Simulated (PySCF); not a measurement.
**C₅H₁₄OSi: a tour of settings**

Which settings matter for C₅H₁₄OSi (`CC(C)(C)CO[SiH3]`)?

Computed with PySCF 2.14.0, with density-fitted response routines of our own, on a single molecule in the gas phase. Atoms count from 0, in the outputs and in this text.

1 further run of the same task is left out (for a known fault of the program). Runs told in other sessions of the task aren't counted.

### Step 1. Starting geometry

21 atoms, charge 0, multiplicity 1; geometry from: GFN2-xTB.

Bonds of the start (Å): C0–C1 1.53, C1–C2 1.53, C1–C3 1.53, C1–C4 1.54, C4–O5 1.40, O5–Si6 1.61, C0–H7 1.09, C0–H8 1.09, C0–H9 1.09, C2–H10 1.09, C2–H11 1.09, C2–H12 1.09, C3–H13 1.09, C3–H14 1.09, C3–H15 1.09, C4–H16 1.10, C4–H17 1.10, Si6–H18 1.45, Si6–H19 1.47, Si6–H20 1.47.

### Step 2. Shielding tensors: PBE0/pcSseg-1

The job: settings as JSON, then the geometry in Å.

```
{"job": {"kind": "nmr", "xc": "PBE0", "basis": "pcSseg-1"}, "charge": 0, "multiplicity": 1}
C     -1.100770     1.327661    -0.417901
C     -0.837499    -0.090074     0.092192
C     -1.909731    -0.486233     1.108311
C     -0.839676    -1.074029    -1.078774
C      0.537634    -0.129622     0.778920
O      1.545459     0.227210    -0.118796
Si     3.140840     0.343593     0.100822
H     -1.114292     2.033969     0.409859
H     -0.317993     1.623946    -1.111209
H     -2.059106     1.375765    -0.929688
H     -1.730591    -1.490531     1.486208
H     -1.915358     0.201572     1.951188
H     -2.891378    -0.464994     0.641169
H     -0.666174    -2.088123    -0.724392
H     -1.795619    -1.046918    -1.596368
H     -0.052754    -0.815423    -1.782268
H      0.544971     0.560895     1.632207
H      0.729722    -1.139377     1.164433
H      3.527343     0.754161    -1.239131
H      3.472300     1.332695     1.132875
H      3.723751    -0.939199     0.510237
```

Method: GIAO PBE0/pcSseg-1 NMR shielding, non-relativistic, gas phase.

Started as:

```sh
$ OMP_NUM_THREADS=1 python probes_run.py task.json out
```

One launch serves the whole session: the jobs run in the order shown.

The log of the run:

```text
coarse grid: 16824 points
cycle   1  E = -563.0422580125  dE =  5.724e-01  |g| = 7.326e-01  |ddm| = 3.804e+00
cycle   2  E = -562.9048055670  dE =  1.375e-01  |g| = 1.121e+00  |ddm| = 1.691e+00
cycle   3  E = -563.1482388595  dE = -2.434e-01  |g| = 1.197e-01  |ddm| = 1.202e+00
cycle   4  E = -563.1508480682  dE = -2.609e-03  |g| = 3.900e-02  |ddm| = 1.243e-01
cycle   5  E = -563.1512055868  dE = -3.575e-04  |g| = 6.755e-03  |ddm| = 3.959e-02
cycle   6  E = -563.1512141699  dE = -8.583e-06  |g| = 2.630e-03  |ddm| = 8.283e-03
final grid: 154384 points
cycle   7  E = -563.2053260140  dE = -5.291e-05  |g| = 1.276e-02  |ddm| = 3.988e-02
cycle   8  E = -563.2052965880  dE =  2.943e-05  |g| = 1.755e-02  |ddm| = 2.621e-02
cycle   9  E = -563.2053622204  dE = -6.563e-05  |g| = 1.433e-03  |ddm| = 1.542e-02
cycle  10  E = -563.2053626204  dE = -4.001e-07  |g| = 3.248e-04  |ddm| = 1.546e-03
cycle  11  E = -563.2053626404  dE = -1.993e-08  |g| = 9.491e-05  |ddm| = 3.947e-04
cycle  12  E = -563.2053626422  dE = -1.821e-09  |g| = 2.479e-05  |ddm| = 8.974e-05
cycle  13  E = -563.2053626423  dE = -1.328e-10  |g| = 3.359e-06  |ddm| = 2.019e-05
converged SCF energy = -563.2053626423

GIAO shielding tensors (ppm)
atom      isotropic    diamagn.    paramagn.     s11        s22        s33       span
  0 C      159.722     248.135     -88.413    139.282    152.525    187.360     48.078
  1 C      151.185     244.728     -93.543    146.139    148.591    158.827     12.688
  2 C      158.846     247.504     -88.657    141.272    145.950    189.316     48.044
  3 C      159.742     248.187     -88.445    139.308    152.544    187.374     48.066
  4 C      108.570     245.086    -136.516     81.919    103.116    140.676     58.757
  5 O      320.865     399.845     -78.979    274.508    341.842    346.245     71.737
  6 Si     386.815     880.651    -493.836    341.830    343.048    475.568    133.739
  7 H       31.088      31.735      -0.648     27.629     27.951     37.683     10.054
  8 H       29.967      31.628      -1.661     25.288     29.510     35.103      9.815
  9 H       30.982      31.625      -0.643     27.164     28.730     37.051      9.887
 10 H       30.970      30.889       0.081     26.982     28.455     37.473     10.491
 11 H       30.970      30.887       0.083     26.981     28.455     37.473     10.492
 12 H       30.697      30.677       0.019     27.058     28.148     36.883      9.825
 13 H       31.090      31.785      -0.696     27.630     27.953     37.686     10.056
 14 H       30.985      31.677      -0.692     27.166     28.733     37.056      9.890
 15 H       29.969      31.673      -1.705     25.288     29.512     35.106      9.818
 16 H       28.326      32.693      -4.367     23.468     29.872     31.638      8.170
 17 H       28.323      32.689      -4.366     23.467     29.864     31.637      8.170
 18 H       26.778      29.665      -2.887     22.686     25.278     32.369      9.682
 19 H       26.770      29.235      -2.465     23.346     24.937     32.026      8.680
 20 H       26.771      29.253      -2.482     23.345     24.934     32.033      8.687
```

Wall time 72 s (1 thread of Intel Xeon Platinum 8259CL at 2.50GHz, shared host); peak memory 0.87 GiB.

The references, computed at this level on geometries of the same kind, shield at (ppm): ¹H TMS 31.72, ¹³C TMS 186.9, ²⁹Si TMS 349.2, ¹⁷O H2O 336.1. Their shielding less the atom's gives the shift. The references are single molecules in the gas phase, so shifts against H2O, NH3, PH3, H3PO4 or CFCl3 are not on the usual liquid scales and can be off by tens of ppm. Atoms listed in one row are averaged.

| atoms | environment | σ (ppm) | δ (ppm) | δ scaled to CDCl3 |
| --- | --- | --- | --- | --- |
| C4 | sp3 CH2 bonded to O | 108.6 | 78.4 | 74.6 |
| C1 | quaternary sp3 carbon | 151.2 | 35.7 | 33.0 |
| C0, C2, C3 | methyl carbon | 159.4 | 27.5 | 24.9 |
| H18, H19, H20 | hydrogen on a silicon bonded to O | 26.77 | 4.94 | – |
| H16, H17 | hydrogen on an sp3 CH2 bonded to O | 28.32 | 3.39 | 3.30 |
| H7, H8, H9, H10, H11 and 4 more | hydrogen on a methyl carbon | 30.75 | 0.97 | 1.02 |
| O5 | oxygen bonded to C, Si | 320.9 | 15.2 | – |
| Si6 | silicon bonded to O, 3 H | 386.8 | -37.7 | – |

The scaled column applies a straight-line fit of computed shieldings to shifts measured in CDCl3 (root-mean-square error 0.16 ppm for H, 1.9 ppm for C).

The run also stored atomic charges by several schemes (e):

| atoms | Mulliken | IAO | Hirshfeld | ESP fit |
| --- | --- | --- | --- | --- |
| C0, C2, C3 | -0.15 | -0.42 | -0.12 | -0.53 |
| C1 | -0.64 | 0.05 | 0.02 | 0.65 |
| C4 | 0.22 | -0.04 | 0.01 | -0.12 |
| O5 | -0.64 | -0.64 | -0.20 | -0.36 |
| Si6 | 0.71 | 0.88 | 0.38 | 0.58 |

Mayer bond orders: C0–C1 1.01, C1–C2 1.02, C1–C3 1.01, C1–C4 0.97, C4–O5 0.88, O5–Si6 0.97.

Orbitals, density, ELF and potential are computed afterwards from the orbital file.

Frontier orbitals at PBE0/pcSseg-1, with the share of their density that lies nearest to each atom:

| orbital | energy (eV) | lies on |
| --- | --- | --- |
| HOMO | -8.04 | O5 51 %; 4 H atoms about 10 % each |
| LUMO | 0.46 | H18, H19, H20 about 18 % each; Si6 18 %; O5 9 % |

ELF in a plane through or near 7 of the atoms.

Values, 10 rows by 14 columns:
```
0.00 0.00 0.00 0.00 0.00 0.00 0.00 0.00 0.00 0.00 0.00 0.00 0.00 0.00
0.00 0.00 0.00 0.00 0.00 0.00 0.00 0.00 0.00 0.01 0.00 0.00 0.00 0.00
0.00 0.00 0.00 0.01 0.00 0.01 0.04 0.01 0.06 0.15 0.04 0.00 0.00 0.00
0.00 0.00 0.06 0.19 0.04 0.05 0.61 0.11 0.31 0.58 0.32 0.11 0.00 0.00
0.00 0.01 0.25 0.19 0.21 0.35 0.77 0.82 0.86 0.16 1.00 0.96 0.00 0.00
0.00 0.01 0.28 0.56 0.12 0.29 0.36 0.54 0.17 0.09 0.77 0.44 0.00 0.00
0.00 0.09 0.99 1.00 0.20 0.69 0.12 0.06 0.16 0.02 0.00 0.00 0.00 0.00
0.00 0.04 1.00 1.00 0.29 0.01 0.00 0.01 0.01 0.01 0.00 0.00 0.00 0.00
0.00 0.00 0.11 0.34 0.02 0.00 0.00 0.00 0.00 0.00 0.00 0.00 0.00 0.00
0.00 0.00 0.00 0.00 0.00 0.00 0.00 0.00 0.00 0.00 0.00 0.00 0.00 0.00
```
The map spans 12.4 Å across and 8.6 Å up, centred on the molecule. Atoms in the plane (x, y in Å): C1 (0.8, 0.0), C2 (2.0, 1.0), C4 (-0.5, 0.7), O5 (-1.6, -0.2), Si6 (-3.2, 0.0), H12 (2.9, 0.6), H18 (-3.6, -1.4).

log10 of the density (e/Å³) in the same plane.

Values, 10 rows by 14 columns:
```
-4.0 -4.0 -4.0 -4.0 -4.0 -4.0 -4.0 -4.0 -4.0 -4.0 -4.0 -4.0 -4.0 -4.0
-4.0 -4.0 -4.0 -3.8 -4.0 -3.6 -3.2 -3.3 -2.9 -2.6 -3.1 -4.0 -4.0 -4.0
-4.0 -3.7 -2.8 -2.6 -2.7 -2.3 -1.8 -2.1 -1.6 -1.2 -1.9 -2.9 -4.0 -4.0
-4.0 -2.9 -1.8 -1.3 -1.6 -1.4 -0.3 -0.9 -0.6  0.0 -0.9 -2.0 -3.6 -4.0
-3.8 -2.5 -1.0 -0.4 -0.6 -0.4  1.6  0.0  0.0  0.3  0.2 -1.3 -3.3 -4.0
-3.7 -2.4 -0.9  0.8 -0.1  1.4 -0.2 -0.1  0.3 -0.9 -1.1 -2.0 -3.7 -4.0
-3.7 -2.4 -0.7  0.2 -0.8 -0.5 -1.1 -0.9 -0.7 -1.3 -2.2 -3.1 -4.0 -4.0
-4.0 -2.7 -1.3 -0.8 -1.6 -2.1 -2.0 -1.6 -1.6 -1.8 -2.6 -3.7 -4.0 -4.0
-4.0 -3.5 -2.5 -2.3 -2.7 -3.5 -3.0 -2.6 -2.6 -2.8 -3.5 -4.0 -4.0 -4.0
-4.0 -4.0 -3.9 -3.7 -4.0 -4.0 -4.0 -4.0 -4.0 -4.0 -4.0 -4.0 -4.0 -4.0
```
The map spans 12.4 Å across and 8.6 Å up, centred on the molecule. Atoms in the plane (x, y in Å): C1 (0.8, 0.0), C2 (2.0, 1.0), C4 (-0.5, 0.7), O5 (-1.6, -0.2), Si6 (-3.2, 0.0), H12 (2.9, 0.6), H18 (-3.6, -1.4).

On the surface of density 0.002 e/bohr³ the electrostatic potential runs, from the 1st to the 99th percentile, from -0.81 V near O5 to 1.18 V near H19.

### Step 3. Ultraviolet spectrum: PBE0/def2-SVPD

The job, as its differences from that of step 2:

```diff
@@ -1,2 +1,2 @@
-{"job": {"kind": "nmr", "xc": "PBE0", "basis": "pcSseg-1"}, "charge": 0, "multiplicity": 1}
+{"job": {"kind": "uv", "xc": "PBE0", "basis": "def2-SVPD", "nstates": 6, "ntriplets": 2}, "charge": 0, "multiplicity": 1}
 C     -1.100770     1.327661    -0.417901
```

Method: TDDFT PBE0/def2-SVPD, vertical, gas phase, core orbitals frozen in the response.

The log of the run:

```text
coarse grid: 16824 points
cycle   1  E = -562.7892295500  dE =  5.132e-01  |g| = 6.968e-01  |ddm| = 1.158e+01
cycle   2  E = -562.6451884111  dE =  1.440e-01  |g| = 1.101e+00  |ddm| = 4.037e+00
cycle   3  E = -562.8903789092  dE = -2.452e-01  |g| = 1.180e-01  |ddm| = 2.057e+00
cycle   4  E = -562.8930706330  dE = -2.692e-03  |g| = 3.952e-02  |ddm| = 3.247e-01
cycle   5  E = -562.8934501383  dE = -3.795e-04  |g| = 6.929e-03  |ddm| = 1.678e-01
cycle   6  E = -562.8934602299  dE = -1.009e-05  |g| = 2.528e-03  |ddm| = 2.406e-02
cycle   7  E = -562.8934616964  dE = -1.467e-06  |g| = 3.011e-04  |ddm| = 6.563e-03
final grid: 154384 points
cycle   8  E = -562.9767778110  dE = -6.956e-05  |g| = 1.012e-02  |ddm| = 3.851e-01
cycle   9  E = -562.9767620693  dE =  1.574e-05  |g| = 1.341e-02  |ddm| = 8.682e-02
cycle  10  E = -562.9768014072  dE = -3.934e-05  |g| = 1.431e-03  |ddm| = 2.931e-02
cycle  11  E = -562.9768018256  dE = -4.184e-07  |g| = 3.102e-04  |ddm| = 3.465e-03
cycle  12  E = -562.9768018447  dE = -1.916e-08  |g| = 1.043e-04  |ddm| = 1.617e-03
cycle  13  E = -562.9768018471  dE = -2.409e-09  |g| = 2.902e-05  |ddm| = 4.082e-04
cycle  14  E = -562.9768018473  dE = -1.900e-10  |g| = 2.977e-06  |ddm| = 1.123e-04
converged SCF energy = -562.9768018473

Static polarisability (au): isotropic 91.545, principal 86.285 86.764 101.584

Singlet excitations
state   eV       nm        f      main configurations
  1   6.8508    181.0   0.00233   H->L 0.96
  2   7.3626    168.4   0.01745   H-1->L 0.95
  3   7.7682    159.6   0.04581   H->L+1 0.91
  4   8.1329    152.4   0.00013   H->L+3 0.66, H->L+2 0.23, H->L+5 0.09
  5   8.1500    152.1   0.03909   H-1->L+1 0.78, H-4->L 0.13
  6   8.1852    151.5   0.00376   H->L+2 0.67, H->L+3 0.23

Triplet excitations (Tamm-Dancoff, eV): 6.5543 7.0609
```

Wall time 1.9 min (1 thread of Intel Xeon Platinum 8259CL at 2.50GHz, shared host); peak memory 1 GiB.

The orbitals next to the gap, with their largest atomic shares:

| orbital | eV | atoms |
| --- | --- | --- |
| HOMO−3 | -9.22 | C2 23 %, C1 21 %, C3 10 % |
| HOMO−2 | -9.16 | C1 22 %, C0 19 %, C3 19 % |
| HOMO−1 | -8.40 | O5 33 %, C4 16 %, C1 14 % |
| HOMO | -8.06 | O5 47 %, C4 12 %, Si6 12 % |
| LUMO | 0.21 | Si6 35 %, H19 10 %, H20 10 % |
| LUMO+1 | 0.77 | Si6 29 %, C2 9 %, H19 6 % |
| LUMO+2 | 1.09 | Si6 35 %, C2 10 %, H20 8 % |

With each of the 6 states as a Gaussian band of 0.4 eV half-width at 1/e, the curve within the window shown has maxima at 157 nm (ε 2,900) L/(mol cm). Beyond the last state computed it falls off for lack of states. The curve at chosen wavelengths:

(nm, ε (L/mol/cm)): (146, 948), (148, 1487), (150, 2037), (152, 2498), (154, 2805), (156, 2940), (158, 2911), (161, 2619), (163, 2315), (165, 1973), (167, 1631), (169, 1313), (171, 1031), (173, 791), (175, 594), (177, 440), (179, 323), (181, 236), (183, 173), (186, 109), (188, 79), (190, 56), (192, 39), (194, 26), (196, 17), (198, 11)

Leading natural transition orbitals of singlet state 3: the hole lies on O5 50 %; 4 H atoms about 10 % each; the particle on H19, H20 about 17 % each; H18 13 %; H16, H17 about 6 % each.

Leading natural transition orbitals of singlet state 1: the hole lies on O5 51 %; H19, H20 about 12 % each; H16, H17 about 8 % each; the particle on H19, H20 about 19 % each; Si6 15 %; H18 15 %.

Further results of this job:

| property | computed |
| --- | --- |
| dipole moment (D) | 0.87 |
| polarisability (Å³) | 13.57 |
| HOMO–LUMO gap (eV) | 8.27 |
| −ε(HOMO) (eV) | 8.06 |

### Step 4. Nuclear shieldings: BLYP/cc-pVDZ

The job, as its differences from that of step 3:

```diff
@@ -1,2 +1,2 @@
-{"job": {"kind": "uv", "xc": "PBE0", "basis": "def2-SVPD", "nstates": 6, "ntriplets": 2}, "charge": 0, "multiplicity": 1}
+{"job": {"kind": "nmr", "xc": "BLYP", "basis": "cc-pVDZ", "pop": false, "scf": {"aux": "def2-qzvpp-jkfit"}}, "charge": 0, "multiplicity": 1}
 C     -1.100770     1.327661    -0.417901
```

With the program's defaults for keys left out, this is: GIAO BLYP/cc-pVDZ NMR shielding, non-relativistic, gas phase.

The log of the run:

```text
final grid: 154384 points
cycle   1  E = -563.3158214541  dE =  5.115e-01  |g| = 9.501e-01  |ddm| = 8.615e+00
cycle   2  E = -562.4968783217  dE =  8.189e-01  |g| = 2.151e+00  |ddm| = 4.776e+00
cycle   3  E = -563.4981158179  dE = -1.001e+00  |g| = 3.061e-01  |ddm| = 3.358e+00
cycle   4  E = -563.5177947931  dE = -1.968e-02  |g| = 1.181e-01  |ddm| = 6.664e-01
cycle   5  E = -563.5209721421  dE = -3.177e-03  |g| = 2.604e-02  |ddm| = 2.280e-01
cycle   6  E = -563.5211241375  dE = -1.520e-04  |g| = 1.161e-02  |ddm| = 5.659e-02
cycle   7  E = -563.5211554224  dE = -3.128e-05  |g| = 1.354e-03  |ddm| = 1.872e-02
cycle   8  E = -563.5211558507  dE = -4.283e-07  |g| = 4.457e-04  |ddm| = 2.840e-03
cycle   9  E = -563.5211558945  dE = -4.380e-08  |g| = 1.451e-04  |ddm| = 8.703e-04
cycle  10  E = -563.5211558995  dE = -4.958e-09  |g| = 3.846e-05  |ddm| = 3.244e-04
cycle  11  E = -563.5211558999  dE = -3.913e-10  |g| = 7.330e-06  |ddm| = 8.640e-05
converged SCF energy = -563.5211558999

GIAO shielding tensors (ppm)
atom      isotropic    diamagn.    paramagn.     s11        s22        s33       span
  0 C      163.517     247.044     -83.527    143.904    156.605    190.042     46.138
  1 C      151.156     243.175     -92.019    145.613    149.434    158.420     12.808
  2 C      162.218     246.543     -84.325    145.661    149.085    191.908     46.247
  3 C      163.536     247.114     -83.578    143.923    156.631    190.054     46.131
  4 C      112.939     248.336    -135.397     86.244    108.037    144.534     58.290
  5 O      309.735     387.529     -77.794    263.737    332.158    333.310     69.574
  6 Si     444.380     883.718    -439.339    403.210    404.231    525.697    122.487
  7 H       31.101      31.964      -0.863     28.041     28.285     36.976      8.935
  8 H       30.026      32.959      -2.934     25.843     29.745     34.489      8.647
  9 H       31.035      30.762       0.273     27.809     29.038     36.258      8.449
 10 H       30.957      31.141      -0.184     27.637     28.577     36.656      9.019
 11 H       30.957      31.065      -0.108     27.636     28.578     36.656      9.019
 12 H       30.755      29.659       1.096     27.757     28.414     36.094      8.336
 13 H       31.103      32.106      -1.003     28.044     28.285     36.979      8.935
 14 H       31.038      30.830       0.208     27.811     29.040     36.263      8.451
 15 H       30.027      33.027      -3.000     25.843     29.747     34.492      8.650
 16 H       28.150      33.484      -5.333     23.591     29.586     31.274      7.684
 17 H       28.148      33.566      -5.418     23.591     29.582     31.271      7.680
 18 H       26.936      30.880      -3.944     22.735     25.545     32.528      9.793
 19 H       26.782      30.404      -3.622     23.274     24.883     32.188      8.914
 20 H       26.782      30.431      -3.649     23.272     24.878     32.194      8.922
```

Wall time 85 s (1 thread of Intel Xeon Platinum 8259CL at 2.50GHz, shared host); peak memory 0.71 GiB.

This run: δ C4 79.1, C1 40.8, C0 28.9, O5 32.6, H18 4.94, H16 3.62 ppm (means over like atoms).

### Step 5. Shielding tensors: PBE0/MINI

The job, as its differences from that of step 4:

```diff
@@ -1,2 +1,2 @@
-{"job": {"kind": "nmr", "xc": "BLYP", "basis": "cc-pVDZ", "pop": false, "scf": {"aux": "def2-qzvpp-jkfit"}}, "charge": 0, "multiplicity": 1}
+{"job": {"kind": "nmr", "xc": "PBE0", "basis": "MINI", "pop": false, "scf": {"guess": "atom"}}, "charge": 0, "multiplicity": 1}
 C     -1.100770     1.327661    -0.417901
```

With the program's defaults for keys left out, this is: GIAO PBE0/MINI NMR shielding, non-relativistic, gas phase.

The log of the run:

```text
final grid: 154384 points
cycle   1  E = -559.3852773136  dE =  1.892e+00  |g| = 3.939e-01  |ddm| = 5.914e+00
cycle   2  E = -559.3656515374  dE =  1.963e-02  |g| = 5.050e-01  |ddm| = 1.584e+00
cycle   3  E = -559.4394835841  dE = -7.383e-02  |g| = 4.352e-02  |ddm| = 9.238e-01
cycle   4  E = -559.4401246200  dE = -6.410e-04  |g| = 1.347e-02  |ddm| = 1.109e-01
cycle   5  E = -559.4401845797  dE = -5.996e-05  |g| = 1.649e-03  |ddm| = 2.643e-02
cycle   6  E = -559.4401857100  dE = -1.130e-06  |g| = 2.444e-04  |ddm| = 4.027e-03
cycle   7  E = -559.4401857266  dE = -1.662e-08  |g| = 8.688e-05  |ddm| = 4.957e-04
cycle   8  E = -559.4401857289  dE = -2.315e-09  |g| = 8.288e-06  |ddm| = 1.411e-04
cycle   9  E = -559.4401857290  dE = -1.853e-11  |g| = 2.098e-06  |ddm| = 1.466e-05
converged SCF energy = -559.4401857290

GIAO shielding tensors (ppm)
atom      isotropic    diamagn.    paramagn.     s11        s22        s33       span
  0 C      195.027     238.217     -43.190    182.263    189.626    213.191     30.928
  1 C      200.423     220.248     -19.826    196.729    198.288    206.252      9.524
  2 C      194.166     238.862     -44.695    182.877    184.663    214.959     32.081
  3 C      195.039     238.168     -43.129    182.280    189.637    213.200     30.919
  4 C      154.586     235.862     -81.276    132.663    145.688    185.407     52.744
  5 O      488.995     376.918     112.077    264.010    581.047    621.926    357.916
  6 Si     686.062     874.150    -188.089    619.874    636.326    801.984    182.110
  7 H       30.175      27.225       2.950     25.285     26.740     38.500     13.216
  8 H       29.509      24.381       5.127     22.744     28.722     37.060     14.316
  9 H       30.051      29.282       0.768     24.502     27.047     38.603     14.102
 10 H       30.131      27.486       2.645     24.470     27.235     38.688     14.218
 11 H       30.130      27.622       2.508     24.470     27.234     38.688     14.218
 12 H       29.870      29.603       0.268     24.278     26.845     38.488     14.209
 13 H       30.177      27.057       3.120     25.284     26.742     38.503     13.219
 14 H       30.054      29.258       0.795     24.504     27.049     38.607     14.103
 15 H       29.510      24.343       5.167     22.743     28.723     37.063     14.320
 16 H       28.997      26.896       2.101     23.077     29.726     34.189     11.112
 17 H       28.992      26.739       2.252     23.074     29.714     34.187     11.113
 18 H       27.228      28.587      -1.358     21.457     25.592     34.635     13.178
 19 H       27.472      28.846      -1.374     22.351     25.308     34.755     12.404
 20 H       27.472      28.806      -1.334     22.350     25.304     34.762     12.411
```

It took 12 s on 1 thread of Intel Xeon Platinum 8259CL at 2.50GHz, shared host.

In short: δ C4 72.1, C0 32.0, C1 26.3, O5 -112.6, H18 3.33, H16 1.73 ppm (means over like atoms).

### Step 6. Side by side: NMR shifts

Shifts (ppm) of some atoms, chosen among heavy atoms and hydrogens apart, means over like atoms, with basis size and wall time:

| run | C4 | C1 | C0 | H18 | H16 | O5 | Si6 | functions | time |
| --- | --- | --- | --- | --- | --- | --- | --- | --- | --- |
| PBE0/pcSseg-1 | 78.4 | 35.7 | 27.5 | 4.94 | 3.39 | 15.2 | -37.7 | 196 | 72 s |
| BLYP/cc-pVDZ | 79.1 | 40.8 | 28.9 | 4.94 | 3.62 | 32.6 | -43.2 | 172 | 85 s |
| PBE0/MINI | 72.1 | 26.3 | 32.0 | 3.33 | 1.73 | -112.6 | -70.3 | 53 | 12 s |

### Step 7. Results

| quantity | value |
| --- | --- |
| ¹³C shifts against TMS (PBE0/pcSseg-1, means over atoms taken as alike) | 78.4, 35.7, 27.5 ppm |
| ¹H shifts against TMS (PBE0/pcSseg-1, means over atoms taken as alike) | 4.94, 3.39, 0.97 ppm |
| ¹⁷O shifts against H2O (PBE0/pcSseg-1) | 15.2 ppm |
| ²⁹Si shifts against TMS (PBE0/pcSseg-1) | -37.7 ppm |
| potential on the surface of density 0.002 e/bohr³, 1st and 99th percentile | -0.81 V and 1.18 V |
| lowest singlet (PBE0/def2-SVPD) | 6.85 eV (181 nm), f = 0.002 |
| brightest single state of those computed | state 3, 7.77 eV, f = 0.046 |
| lowest triplet | 6.55 eV |
| range of the shift of O5 (minimal bases aside) | 15.2 to 32.6 ppm |
| property runs in this session | 4, of which 0 failed and 1 gave unsound results |

What this shows: Single values in the summary come from the first sound run of each kind (PBE0/pcSseg-1; PBE0/def2-SVPD), which need not be the best level. At PBE0/pcSseg-1: Shielding is most anisotropic at Si6 (span 134 ppm, paramagnetic term -494 ppm). The first singlet state (HOMO→LUMO 0.96) lies at 6.85 eV and is weak; of the 6 states computed, the strongest absorption comes from state 3 at 7.77 eV. The lowest triplet lies 0.30 eV below the lowest singlet (triplets in Tamm-Dancoff, singlets in full TDDFT). Leaving out the minimal-basis runs, which are unusable for shieldings: In ppm, O5 moves most: its shift spreads over 17.4 ppm, from 15.2 (PBE0/pcSseg-1) to 32.6 (BLYP/cc-pVDZ). Part of that comes from the computed reference.
